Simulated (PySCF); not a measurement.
# C6H16BNO: the cost of one run

Computed with PySCF 2.14.0, with density-fitted response routines of our own, on a single molecule, in the gas phase or a continuum. Atoms count from 0, in the outputs and in this text.

## 1. Starting geometry

25 atoms, charge 0, multiplicity 1; geometry from: GFN2-xTB. The atoms were then displaced at random by about 0.01 Å, so the start is not that level's minimum.

Bonds of the start (Å): C0–N1 1.45, N1–C2 1.45, N1–B3 1.36, O4–C5 1.42, C5–C6 1.54, C6–C7 1.54, C7–C8 1.52, C8–O4 1.38, C0–H9 1.08, C0–H10 1.13, C0–H11 1.07, C2–H12 1.11, C2–H13 1.07, C2–H14 1.11, B3–H15 1.18, B3–H16 1.18, C5–H17 1.10, C5–H18 1.09, C6–H19 1.08, C6–H20 1.11, C7–H21 1.10, C7–H22 1.08, C8–H23 1.11, C8–H24 1.08.

## 2. Relaxing the molecule at PBE0-D3(BJ)/def2-SVP

The job: settings as JSON, then the geometry in Å.

```
{"job": {"xc": "PBE0", "basis": "def2-SVP", "d3": "d3bj", "grid": 1, "shake": 0.01, "kind": "geom"}, "charge": 0, "multiplicity": 1}
C      2.004090    -0.610160     1.068140
N      1.856300    -0.749410    -0.368860
C      2.327450     0.423460    -1.071490
B      1.344520    -1.842970    -0.984280
O     -0.682110     1.494710     0.226760
C     -1.534550     1.300350     1.343870
C     -2.314110    -0.003420     1.079770
C     -1.947460    -0.348230    -0.376060
C     -1.340960     0.953160    -0.861730
H      3.028450    -0.436220     1.358830
H      1.404650     0.287930     1.397880
H      1.610990    -1.464780     1.583180
H      1.746530     1.318170    -0.769340
H      2.236970     0.291840    -2.130180
H      3.397550     0.591580    -0.824310
H      0.941210    -2.733770    -0.319150
H      1.218980    -1.853610    -2.152790
H     -0.915460     1.246440     2.245590
H     -2.218160     2.141470     1.452540
H     -2.062260    -0.788450     1.771780
H     -3.408660     0.178510     1.183900
H     -2.820260    -0.675750    -0.966530
H     -1.210830    -1.136890    -0.422920
H     -0.606720     0.801850    -1.674450
H     -2.103740     1.626260    -1.233410
```

Launch:

```
$ OMP_NUM_THREADS=1 python probes_run.py task.json out
```

This one command runs all jobs of the session in turn.

Q: Estimate the wall time and peak memory of this first job on 1 thread of Arm Neoverse N1, shared host.

About 12 min, with a peak of 0.97 GiB.
